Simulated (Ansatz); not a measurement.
# SiC (SiC (110), 2 layers): how the settings move a relaxation

How sensitive is a relaxation of SiC (SiC (110), 2 layers) to its settings? A reference run comes first, then one run with altered input.

Computed with Ansatz 0.2.0 (reference: DFT, PBE, all-electron LAPW, scalar-relativistic, unless a step's input says otherwise).

## Step 1: The starting structure

Symmetry: Pmn2_1, No. 31, orthorhombic system. Conventional cell: a = 3.097 Å, b = 17.549 Å, c = 4.380 Å, α = 90.00°, β = 90.00°, γ = 90.00°. Si (site symmetry m) is surrounded by 3 C at 1.76 to 1.78 Å. Around C (site symmetry m) lie 3 Si at 1.76 to 1.78 Å.

As a file:

```cif
data_structure
_symmetry_space_group_name_H-M 'P 1'
_symmetry_Int_Tables_number 1
_cell_length_a 3.0969
_cell_length_b 4.3797
_cell_length_c 17.5485
_cell_angle_alpha 90.000
_cell_angle_beta 90.000
_cell_angle_gamma 90.000
_cell_volume 238.02
loop_
_atom_site_label
_atom_site_type_symbol
_atom_site_fract_x
_atom_site_fract_y
_atom_site_fract_z
_atom_site_occupancy
Si1 Si 0.00000 0.83593 0.48379 1
C1 C 0.50000 0.66407 0.45814 1
Si2 Si 0.50000 0.33593 0.51621 1
C2 C 0.00000 0.16407 0.54186 1
```

## Step 2: Baseline

File input.yaml:

```yaml
crystal:
  lattice:
    - [3.096926106, 0.0, 0.0]
    - [0.0, 4.3797149007, 0.0]
    - [0.0, 0.0, 17.5485]
  atoms:
    - { symbol: Si, position: [0.0, 0.835926377, 0.4837916316] }
    - { symbol: C, position: [0.5, 0.6640739012, 0.4581395296] }
    - { symbol: Si, position: [0.5, 0.3359261732, 0.5162083531] }
    - { symbol: C, position: [0.0, 0.1640735486, 0.5418604856] }
kpoints:
  mp_grid: { grid: [8, 6, 1] }
scf:
  occupations: { method: fermi_dirac, width: 0.02 }
hamiltonian:
  xc: pbe
  pseudopotentials: { kind: all_electron, lapw: { basis_error: 0.001 } }
output:
  forces: true
  stress: true
  eigenvalues: true
relax:
  f_tol: 0.01
  max_steps: 12
efield:
  axis: 3
  amplitude: 0
  dipole_correction: true
```

The run is started by

```sh
ansatz run input.yaml --threads 1 --pin off --max-ram 3584MiB --backend cpu --events-out ev --progress --plain --runs-dir out
```

## Step 3: Variant: preconditioner kerker

input.yaml, as its differences from that of step 2:

```diff
@@ -14,2 +14,3 @@
   occupations: { method: fermi_dirac, width: 0.02 }
+  mixing: { preconditioner: kerker }
 hamiltonian:
```

Q: Predict the outcome of this session. Wanted: for each run, ending; energy change; gap; force.

As calculated:

```tsv
run	ending	energy change	gap (eV)	force (eV/Å)	cycles	time
reference	converged	0	2.42	0.00	11	1.9 min
1: preconditioner kerker	converged	0.0 meV/atom	2.42	0.00	25	3.2 min
```

Same state: the changed mixing leaves the energy within 0.5 meV/atom. Cost: 25 SCF cycles against 11, 3.2 min against 1.9 min.

These are semilocal Kohn-Sham gaps, which aren't the measured quantity. Such gaps usually fall short of the measured ones.
